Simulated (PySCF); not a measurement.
**C₃H₅P₂Si−: electronic excitations and core binding energies**

What electronic excitations and core binding energies should C₃H₅P₂Si− (`[SiH3]c1c[p-]cp1`) show?

Programs: PySCF 2.14.0, with density-fitted response routines of our own. Each step states its level of theory. These are calculated values for one molecule in the gas phase, unless marked as measured. Atoms are numbered from 0 throughout.

## (1) Starting geometry

11 atoms, charge -1, multiplicity 1; geometry from: GFN2-xTB.

Bonds of the start (Å): Si0–C1 1.86, C1–C2 1.38, C2–P3 1.74, P3–C4 1.73, C4–P5 1.72, P5–C1 1.76, Si0–H6 1.48, Si0–H7 1.48, Si0–H8 1.48, C2–H9 1.09, C4–H10 1.08.

## (2) Ultraviolet spectrum: wB97X-D/def2-SVPD

Job settings and geometry (Å):

```
{"job": {"kind": "uv", "xc": "wB97X-D", "basis": "def2-SVPD", "nstates": 8, "ntriplets": 3}, "charge": -1, "multiplicity": 1}
Si    -1.955607     0.120497    -0.077126
C     -0.098455     0.064583    -0.051419
C      0.620124    -0.871852     0.661810
P      2.356689    -0.813571     0.601419
C      2.371060     0.558591    -0.452547
P      0.866070     1.231703    -0.956202
H     -2.516062    -0.961521     0.754918
H     -2.544720    -0.050167    -1.418917
H     -2.527519     1.375224     0.447534
H      0.124756    -1.635794     1.253143
H      3.309089     0.984978    -0.788577
```

Method: TDDFT wB97X-D/def2-SVPD, vertical, gas phase, core orbitals frozen in the response.

Command:

```sh
OMP_NUM_THREADS=1 python probes_run.py task.json out
```

One launch serves the whole session: the jobs run in the order shown.

**Question.** This job is followed by: delta-SCF UKS SCAN, pcX-2 on the ionised atom, pcseg-1 elsewhere, spin-free X2C. What will the session give for the following? lowest singlet (wB97X-D/def2-SVPD); brightest single state of those computed; lowest triplet; C1s binding energies, SCAN/pcX-2; P1s binding energies, SCAN/pcX-2; P2p binding energies, SCAN/pcX-2; Si1s binding energies, SCAN/pcX-2; Si2p binding energies, SCAN/pcX-2.

The runs gave:

```
                                quantity                               value
      lowest singlet (wB97X-D/def2-SVPD)         4.50 eV (276 nm), f = 0.090
brightest single state of those computed         state 7, 5.48 eV, f = 0.195
                          lowest triplet                             3.26 eV
        C1s binding energies, SCAN/pcX-2  C2 284.82, C1 284.58, C4 284.51 eV
        P1s binding energies, SCAN/pcX-2           P5 2143.78, P3 2143.76 eV
        P2p binding energies, SCAN/pcX-2             P5 130.58, P3 130.56 eV
       Si1s binding energies, SCAN/pcX-2                      Si0 1842.10 eV
       Si2p binding energies, SCAN/pcX-2                       Si0 102.52 eV
```

The lowest singlet, at 4.50 eV, is HOMO→LUMO+1 0.90 and is bright; of the 8 states computed, the strongest absorption comes from state 7 at 5.48 eV. The lowest triplet lies 1.24 eV below the lowest singlet (triplets in Tamm-Dancoff, singlets in full TDDFT). The lowest singlet lies above −ε(HOMO); no detachment energy was computed, so the anion's states may not be bound. C2 (aromatic CH) binds its C1s electron 0.31 eV more tightly than C4 (aromatic CH). The P1s levels computed lie within 0.03 eV of one another, too close to rank. The P2p levels computed lie within 0.02 eV of one another, too close to rank.
